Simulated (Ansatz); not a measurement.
Born–Oppenheimer molecular dynamics of a periodic cell of 16 atoms, Li (start crystal Li, start structure bcc, volume 1.1 times the crystal's). It starts from a structure without forces on its atoms.

All numbers below come from DFT PBE, scalar-relativistic, plane waves, PAW (Ansatz 0.2.0). Settings: accuracy low, cutoff 420 eV, k mesh 2x2x2, fermi-dirac smearing 0.1 eV, no spin polarisation.

| Quantity | Value |
| --- | --- |
| ensemble | NVE (velocity Verlet) |
| time step | 1 fs |
| steps asked | 230 |
| starting velocities drawn for | 1800 K |
| seed | 867514 |

Frames 5 fs apart, positions in Å, forces in eV/Å.

Velocities at 30.0 fs (Å/ps):

```
Li -0.40 6.91 -10.14
Li -0.75 11.87 -7.50
Li 6.24 -4.45 -4.26
Li -24.83 -4.13 0.15
Li -8.35 1.57 3.97
Li 2.29 -6.86 9.40
Li -1.77 4.16 5.46
Li 9.44 -11.88 3.08
Li 6.18 5.74 -3.13
Li -0.21 0.27 -0.87
Li -4.39 9.07 3.13
Li 6.88 -3.15 1.25
Li 2.88 -7.88 0.39
Li 8.51 1.01 -6.93
Li 5.43 -0.47 5.22
Li -7.13 -1.78 0.77
```

```xyz
16
Lattice="7.2053 0.0000 0.0000 0.0000 7.2053 0.0000 0.0000 0.0000 7.2053" Properties=species:S:1:pos:R:3:forces:R:3 time_fs=30.0 energy_less_start_eV=2.724 T=396
Li 0.078 0.385 -0.119 -0.14 -0.38 -0.39
Li 3.456 0.557 -0.072 0.19 -0.42 -0.29
Li -0.213 3.556 -0.616 0.84 -0.12 1.11
Li -1.024 -0.199 3.542 0.60 0.10 0.14
Li 1.562 1.683 1.707 0.01 0.30 0.41
Li 4.137 3.181 0.717 -0.97 0.47 -0.83
Li 3.487 0.166 3.937 -0.01 -0.07 -0.32
Li 5.397 1.562 1.532 0.60 -0.29 0.67
Li 0.144 3.941 3.625 0.06 -0.29 -0.17
Li 1.736 5.383 1.828 0.14 0.10 -0.14
Li 2.018 2.182 5.254 -0.70 -0.22 0.47
Li 3.782 3.183 4.108 -0.01 0.66 -0.97
Li 5.438 4.957 1.760 0.17 0.47 0.10
Li 5.666 2.292 5.121 0.03 -1.06 0.07
Li 2.019 5.469 5.512 -0.10 -0.16 0.08
Li 5.551 4.935 5.395 -0.71 0.91 0.06
16
Lattice="7.2053 0.0000 0.0000 0.0000 7.2053 0.0000 0.0000 0.0000 7.2053" Properties=species:S:1:pos:R:3:forces:R:3 time_fs=35.0 energy_less_start_eV=2.663 T=427
Li 0.074 0.413 -0.176 -0.10 -0.40 -0.37
Li 3.455 0.609 -0.114 0.19 -0.41 -0.25
Li -0.168 3.532 -0.618 0.68 -0.02 1.05
Li -1.138 -0.218 3.545 0.67 0.04 0.17
Li 1.521 1.696 1.734 0.03 0.26 0.36
Li 4.132 3.154 0.750 -0.89 0.39 -0.75
Li 3.478 0.185 3.959 -0.11 -0.04 -0.31
Li 5.454 1.498 1.559 0.48 -0.15 0.54
Li 0.176 3.965 3.607 0.01 -0.27 -0.08
Li 1.737 5.386 1.821 0.16 0.12 -0.16
Li 1.984 2.224 5.277 -0.57 -0.19 0.37
Li 3.816 3.179 4.098 -0.10 0.58 -0.92
Li 5.455 4.925 1.764 0.18 0.46 0.07
Li 5.709 2.279 5.087 0.04 -0.97 0.06
Li 2.044 5.463 5.540 -0.09 -0.16 0.07
Li 5.503 4.941 5.400 -0.59 0.78 0.14
16
Lattice="7.2053 0.0000 0.0000 0.0000 7.2053 0.0000 0.0000 0.0000 7.2053" Properties=species:S:1:pos:R:3:forces:R:3 time_fs=40.0 energy_less_start_eV=2.389 T=568
Li 0.066 0.427 -0.246 -0.05 -0.42 -0.32
Li 3.462 0.647 -0.165 0.21 -0.40 -0.17
Li -0.099 3.508 -0.584 0.41 0.09 0.91
Li -1.228 -0.236 3.555 0.73 -0.05 0.21
Li 1.480 1.718 1.773 0.05 0.19 0.29
Li 4.096 3.141 0.757 -0.73 0.28 -0.63
Li 3.464 0.204 3.970 -0.21 -0.01 -0.29
Li 5.527 1.429 1.604 0.29 0.07 0.35
Li 0.208 3.979 3.586 -0.05 -0.24 0.03
Li 1.744 5.393 1.809 0.17 0.15 -0.17
Li 1.931 2.259 5.313 -0.35 -0.17 0.21
Li 3.846 3.194 4.056 -0.18 0.46 -0.80
Li 5.479 4.910 1.770 0.16 0.41 0.02
Li 5.754 2.232 5.056 0.04 -0.74 0.07
Li 2.067 5.453 5.569 -0.08 -0.15 0.05
Li 5.435 4.974 5.410 -0.40 0.54 0.22
16
Lattice="7.2053 0.0000 0.0000 0.0000 7.2053 0.0000 0.0000 0.0000 7.2053" Properties=species:S:1:pos:R:3:forces:R:3 time_fs=45.0 energy_less_start_eV=2.084 T=725
Li 0.057 0.426 -0.328 0.00 -0.43 -0.22
Li 3.475 0.671 -0.222 0.22 -0.39 -0.08
Li -0.016 3.486 -0.518 0.10 0.19 0.76
Li -1.293 -0.256 3.572 0.76 -0.15 0.26
Li 1.442 1.747 1.822 0.07 0.11 0.21
Li 4.034 3.138 0.743 -0.55 0.19 -0.50
Li 3.444 0.222 3.971 -0.28 0.03 -0.26
Li 5.611 1.362 1.661 0.10 0.28 0.13
Li 0.238 3.985 3.566 -0.10 -0.20 0.12
Li 1.758 5.406 1.790 0.18 0.16 -0.17
Li 1.866 2.288 5.356 -0.09 -0.17 0.03
Li 3.870 3.226 3.986 -0.22 0.32 -0.63
Li 5.508 4.909 1.777 0.11 0.33 -0.05
Li 5.799 2.160 5.027 -0.01 -0.43 0.10
Li 2.086 5.437 5.601 -0.07 -0.13 0.02
Li 5.353 5.026 5.428 -0.21 0.28 0.30
16
Lattice="7.2053 0.0000 0.0000 0.0000 7.2053 0.0000 0.0000 0.0000 7.2053" Properties=species:S:1:pos:R:3:forces:R:3 time_fs=50.0 energy_less_start_eV=1.860 T=841
Li 0.047 0.411 -0.417 0.04 -0.44 -0.09
Li 3.496 0.681 -0.281 0.22 -0.37 0.00
Li 0.070 3.471 -0.426 -0.17 0.26 0.64
Li -1.331 -0.281 3.598 0.74 -0.25 0.29
Li 1.405 1.779 1.879 0.11 0.03 0.13
Li 3.954 3.141 0.711 -0.38 0.15 -0.38
Li 3.414 0.241 3.962 -0.31 0.05 -0.25
Li 5.698 1.306 1.722 -0.06 0.45 -0.08
Li 0.265 3.984 3.550 -0.14 -0.14 0.20
Li 1.777 5.424 1.766 0.16 0.17 -0.16
Li 1.798 2.311 5.400 0.15 -0.19 -0.15
Li 3.886 3.268 3.895 -0.22 0.18 -0.44
Li 5.540 4.919 1.782 0.05 0.24 -0.13
Li 5.845 2.073 5.001 -0.08 -0.09 0.11
Li 2.104 5.416 5.633 -0.06 -0.11 -0.01
Li 5.264 5.088 5.456 -0.07 0.07 0.34
16
Lattice="7.2053 0.0000 0.0000 0.0000 7.2053 0.0000 0.0000 0.0000 7.2053" Properties=species:S:1:pos:R:3:forces:R:3 time_fs=55.0 energy_less_start_eV=1.735 T=905
Li 0.039 0.380 -0.509 0.08 -0.45 0.06
Li 3.525 0.679 -0.341 0.22 -0.36 0.07
Li 0.150 3.465 -0.311 -0.35 0.28 0.53
Li -1.344 -0.315 3.633 0.68 -0.33 0.29
Li 1.373 1.813 1.940 0.17 -0.05 0.06
Li 3.860 3.149 0.666 -0.24 0.14 -0.28
Li 3.373 0.262 3.946 -0.28 0.06 -0.23
Li 5.783 1.264 1.781 -0.18 0.52 -0.25
Li 0.287 3.978 3.542 -0.15 -0.08 0.24
Li 1.802 5.448 1.737 0.14 0.17 -0.12
Li 1.734 2.327 5.439 0.33 -0.21 -0.30
Li 3.895 3.317 3.788 -0.19 0.08 -0.26
Li 5.575 4.938 1.783 -0.01 0.17 -0.21
Li 5.887 1.983 4.979 -0.17 0.21 0.10
Li 2.119 5.392 5.665 -0.08 -0.08 -0.05
Li 5.172 5.152 5.495 0.03 -0.08 0.36
16
Lattice="7.2053 0.0000 0.0000 0.0000 7.2053 0.0000 0.0000 0.0000 7.2053" Properties=species:S:1:pos:R:3:forces:R:3 time_fs=60.0 energy_less_start_eV=1.679 T=934
Li 0.033 0.334 -0.599 0.13 -0.45 0.21
Li 3.561 0.664 -0.398 0.20 -0.32 0.13
Li 0.219 3.469 -0.178 -0.43 0.26 0.41
Li -1.333 -0.359 3.679 0.60 -0.36 0.24
Li 1.347 1.845 2.003 0.23 -0.12 0.02
Li 3.758 3.162 0.611 -0.14 0.14 -0.20
Li 3.323 0.285 3.921 -0.20 0.04 -0.21
Li 5.862 1.240 1.831 -0.28 0.52 -0.35
Li 0.304 3.970 3.541 -0.15 0.00 0.25
Li 1.832 5.478 1.703 0.11 0.17 -0.08
Li 1.683 2.336 5.468 0.41 -0.21 -0.38
Li 3.897 3.369 3.673 -0.16 0.01 -0.09
Li 5.609 4.962 1.776 -0.07 0.12 -0.28
Li 5.924 1.900 4.961 -0.26 0.47 0.08
Li 2.131 5.365 5.694 -0.11 -0.06 -0.09
Li 5.081 5.214 5.548 0.10 -0.19 0.35
16
Lattice="7.2053 0.0000 0.0000 0.0000 7.2053 0.0000 0.0000 0.0000 7.2053" Properties=species:S:1:pos:R:3:forces:R:3 time_fs=65.0 energy_less_start_eV=1.657 T=946
Li 0.032 0.271 -0.682 0.18 -0.44 0.34
Li 3.605 0.638 -0.451 0.18 -0.27 0.19
Li 0.273 3.481 -0.031 -0.43 0.21 0.23
Li -1.302 -0.417 3.732 0.51 -0.36 0.16
Li 1.329 1.873 2.067 0.30 -0.19 0.00
Li 3.651 3.180 0.548 -0.05 0.13 -0.14
Li 3.266 0.309 3.889 -0.10 0.00 -0.18
Li 5.932 1.234 1.870 -0.36 0.45 -0.39
Li 0.316 3.961 3.549 -0.15 0.08 0.24
Li 1.866 5.514 1.666 0.08 0.17 -0.03
Li 1.645 2.337 5.484 0.41 -0.20 -0.38
Li 3.894 3.421 3.554 -0.13 -0.02 0.06
Li 5.641 4.991 1.759 -0.11 0.10 -0.33
Li 5.951 1.833 4.945 -0.33 0.65 0.06
Li 2.140 5.336 5.721 -0.15 -0.03 -0.14
Li 4.994 5.270 5.612 0.15 -0.28 0.31
16
Lattice="7.2053 0.0000 0.0000 0.0000 7.2053 0.0000 0.0000 0.0000 7.2053" Properties=species:S:1:pos:R:3:forces:R:3 time_fs=70.0 energy_less_start_eV=1.655 T=947
Li 0.037 0.194 -0.753 0.22 -0.40 0.43
Li 3.654 0.603 -0.496 0.13 -0.19 0.24
Li 0.312 3.501 0.124 -0.38 0.14 0.01
Li -1.253 -0.487 3.792 0.42 -0.31 0.05
Li 1.321 1.894 2.131 0.35 -0.24 -0.01
Li 3.543 3.202 0.481 0.03 0.09 -0.07
Li 3.205 0.333 3.850 0.01 -0.06 -0.12
Li 5.989 1.244 1.894 -0.42 0.34 -0.38
Li 0.322 3.956 3.565 -0.13 0.16 0.20
Li 1.902 5.556 1.629 0.05 0.17 0.02
Li 1.621 2.332 5.487 0.35 -0.17 -0.31
Li 3.886 3.473 3.437 -0.11 -0.04 0.17
Li 5.669 5.024 1.731 -0.15 0.11 -0.35
Li 5.967 1.788 4.931 -0.38 0.74 0.05
Li 2.144 5.306 5.743 -0.21 -0.02 -0.18
Li 4.912 5.315 5.687 0.21 -0.34 0.25
16
Lattice="7.2053 0.0000 0.0000 0.0000 7.2053 0.0000 0.0000 0.0000 7.2053" Properties=species:S:1:pos:R:3:forces:R:3 time_fs=75.0 energy_less_start_eV=1.675 T=936
Li 0.050 0.103 -0.810 0.24 -0.31 0.49
Li 3.708 0.561 -0.534 0.07 -0.07 0.29
Li 0.338 3.525 0.279 -0.32 0.08 -0.21
Li -1.189 -0.568 3.853 0.35 -0.22 -0.05
Li 1.326 1.907 2.194 0.37 -0.26 -0.01
Li 3.435 3.228 0.412 0.12 0.03 0.00
Li 3.146 0.355 3.808 0.13 -0.12 -0.04
Li 6.031 1.265 1.906 -0.46 0.21 -0.33
Li 0.324 3.956 3.588 -0.11 0.21 0.14
Li 1.941 5.603 1.591 0.03 0.17 0.05
Li 1.609 2.320 5.479 0.27 -0.15 -0.22
Li 3.875 3.523 3.326 -0.10 -0.04 0.25
Li 5.692 5.060 1.690 -0.19 0.14 -0.33
Li 5.970 1.769 4.919 -0.39 0.73 0.05
Li 2.140 5.275 5.759 -0.26 0.00 -0.23
Li 4.837 5.349 5.771 0.27 -0.40 0.16
16
Lattice="7.2053 0.0000 0.0000 0.0000 7.2053 0.0000 0.0000 0.0000 7.2053" Properties=species:S:1:pos:R:3:forces:R:3 time_fs=80.0 energy_less_start_eV=1.728 T=909
Li 0.071 0.001 -0.850 0.23 -0.18 0.52
Li 3.764 0.517 -0.561 -0.01 0.06 0.33
Li 0.353 3.553 0.427 -0.25 0.04 -0.40
Li -1.113 -0.656 3.912 0.26 -0.11 -0.14
Li 1.343 1.911 2.257 0.33 -0.26 -0.03
Li 3.332 3.254 0.342 0.21 -0.04 0.08
Li 3.090 0.372 3.764 0.23 -0.20 0.06
Li 6.058 1.294 1.906 -0.48 0.10 -0.27
Li 0.323 3.963 3.616 -0.09 0.23 0.08
Li 1.980 5.656 1.556 0.00 0.17 0.06
Li 1.607 2.304 5.463 0.18 -0.16 -0.13
Li 3.860 3.571 3.224 -0.09 -0.04 0.30
Li 5.708 5.101 1.639 -0.23 0.19 -0.28
Li 5.959 1.775 4.909 -0.36 0.63 0.06
Li 2.127 5.244 5.767 -0.29 0.02 -0.28
Li 4.772 5.369 5.861 0.35 -0.45 0.05
16
Lattice="7.2053 0.0000 0.0000 0.0000 7.2053 0.0000 0.0000 0.0000 7.2053" Properties=species:S:1:pos:R:3:forces:R:3 time_fs=85.0 energy_less_start_eV=1.820 T=862
Li 0.100 -0.107 -0.872 0.18 -0.02 0.53
Li 3.820 0.475 -0.577 -0.09 0.19 0.35
Li 0.359 3.582 0.562 -0.18 0.02 -0.53
Li -1.029 -0.747 3.967 0.16 0.03 -0.21
Li 1.371 1.906 2.319 0.24 -0.23 -0.08
Li 3.235 3.279 0.275 0.29 -0.13 0.17
Li 3.043 0.383 3.723 0.34 -0.28 0.17
Li 6.067 1.326 1.897 -0.46 0.01 -0.22
Li 0.318 3.978 3.646 -0.04 0.20 0.01
Li 2.020 5.715 1.523 -0.02 0.15 0.06
Li 1.610 2.281 5.442 0.09 -0.17 -0.06
Li 3.841 3.619 3.132 -0.07 -0.04 0.33
Li 5.716 5.150 1.577 -0.26 0.25 -0.20
Li 5.936 1.803 4.901 -0.30 0.49 0.08
Li 2.105 5.214 5.764 -0.28 0.04 -0.33
Li 4.718 5.374 5.952 0.41 -0.51 -0.08
```

Of the whole run (230 fs, mean temperature of the second half 799 K): The conserved energy stayed within 0.09 meV per atom of its start (net change 0.031 meV per atom), so the integration is sound. The temperature averaged 0.44 of the 1800 K drawn at the start: a run that starts near a minimum puts about half its kinetic energy into the potential. A run of 0.23 ps of so small a system gives no equilibrium averages. Limits of this set-up: coarse k mesh, low accuracy level.

Run time: 11 min on 1 thread of Arm Neoverse V2 (shared host), peak memory 0.52 GiB.
